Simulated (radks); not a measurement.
**Sc²⁺ in [Ar] 4p1: an all-electron calculation**

Aim: the levels, the sizes of the orbitals and the parts of the energy of the scandium ion Sc2+.

Method: scalar-relativistic Kohn-Sham, LDA (Slater exchange, Perdew-Wang correlation), spin-unpolarised, spherical densities, finite nucleus. Code: radks (a radial shooting solver on a logarithmic mesh, Libxc functionals) version 1.

## 1. What is computed

* element: scandium (Z = 21)
* charge: +2
* electrons: 19
* configuration: [Ar] 4p1
* nuclear rms radius: 3.5459 fm

Outer shells as boxes (Hund's rule):

Sc²⁺
```
[Ar] core
4p [↑ ][  ][  ]
```

## 2. Self-consistent calculation

Settings of this run:

```text
Z 21
configuration [Ar] 4p1
relativity scalar-relativistic
functional lda,pw
spin unpolarised
nucleus finite rms 3.5459 fm
c 137.035999084
```

On the command line:

```sh
python run_ks.py task.json out
```

All runs below come from this command, one after another.

**Question.** What will this run give?

The runs gave:

| quantity | value |
| --- | --- |
| total energy | -761.29159 hartree |
| exchange-correlation share of it | 4.79 % |
| −T/E | 1.0071 |
| highest occupied level | 4p, -14.288 eV |
| most extended occupied level | 4p, <r> = 3.37 bohr |
| radius at density 0.001 e/bohr³ | 4.22 bohr |
| maxima of the radial density | 3 |

**Reading.** The radial density shows 3 maxima for 4 occupied principal shells; where shells overlap, one shows as a shoulder or not at all. −T/E is 1.007: with relativity the kinetic term as defined here no longer equals −E. This is not the tabulated ground configuration, so its levels and sizes aren't those of the ground state, and no measured value stands beside it.
